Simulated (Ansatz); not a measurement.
# C2H7BOS: the cost of one run

All numbers below are computed with Ansatz 0.2.0 (RKS B3LYP/6-31G).

**1. Starting point**

Bond lengths: C1–C2 1.555 Å, C2–O3 1.424 Å, O3–B4 1.466 Å, B4–S5 1.942 Å, C1–H6 1.033 Å, C1–H7 1.131 Å, C1–H8 1.095 Å, C2–H9 1.130 Å, C2–H10 1.118 Å, B4–H11 1.100 Å, S5–H12 1.438 Å. Angles (14 of 17 angles, heavy atoms first): C1–C2–O3 108.9°, C2–O3–B4 107.3°, O3–B4–S5 115.5°, C1–C2–H9 108.1°, C1–C2–H10 105.2°, O3–C2–H9 112.2°, O3–C2–H10 113.0°, C2–C1–H6 111.4°, C2–C1–H7 107.3°, C2–C1–H8 106.3°, O3–B4–H11 124.8°, S5–B4–H11 119.3°, B4–S5–H12 90.0°, H9–C2–H10 109.1°.

Coordinates:

```xyz
12

C     0.4280   -0.5877    1.8026
C     0.2957    0.1010    0.4151
O    -0.1657   -0.8564   -0.5334
B    -0.1287   -0.2166   -1.8519
S    -1.8105    0.5392   -2.4613
H     1.1007   -1.3714    1.7712
H     0.7460    0.2068    2.5426
H    -0.5814   -0.9064    2.0841
H    -0.4151    0.9724    0.5230
H     1.3176    0.4897    0.1828
H     0.7315   -0.2383   -2.5370
H    -1.4410    1.8125   -1.9039
```

**2. Relaxing end A**

File input.yaml:

```yaml
crystal:
  periodic: [false, false, false]
  atoms:
    - { symbol: C, position_ang: [0.428, -0.5877, 1.8026] }
    - { symbol: C, position_ang: [0.2957, 0.101, 0.4151] }
    - { symbol: O, position_ang: [-0.1657, -0.8564, -0.5334] }
    - { symbol: B, position_ang: [-0.1287, -0.2166, -1.8519] }
    - { symbol: S, position_ang: [-1.8105, 0.5392, -2.4613] }
    - { symbol: H, position_ang: [1.1007, -1.3714, 1.7712] }
    - { symbol: H, position_ang: [0.746, 0.2068, 2.5426] }
    - { symbol: H, position_ang: [-0.5814, -0.9064, 2.0841] }
    - { symbol: H, position_ang: [-0.4151, 0.9724, 0.523] }
    - { symbol: H, position_ang: [1.3176, 0.4897, 0.1828] }
    - { symbol: H, position_ang: [0.7315, -0.2383, -2.537] }
    - { symbol: H, position_ang: [-1.441, 1.8125, -1.9039] }
basis:
  gaussian: { orbitals: "6-31G" }
hamiltonian:
  xc: b3lyp
relax:
  f_tol: 0.015
  max_steps: 40
```

Started as:

```console
ansatz run input.yaml --threads 1 --pin off --max-ram 2048MiB --backend cpu --events-out ev --progress --plain --runs-dir out
```

Q: Estimate wall time and peak memory on 1 thread of Intel Xeon at 2.70GHz, shared host.

About 93 s, with a peak of 0.18 GiB.
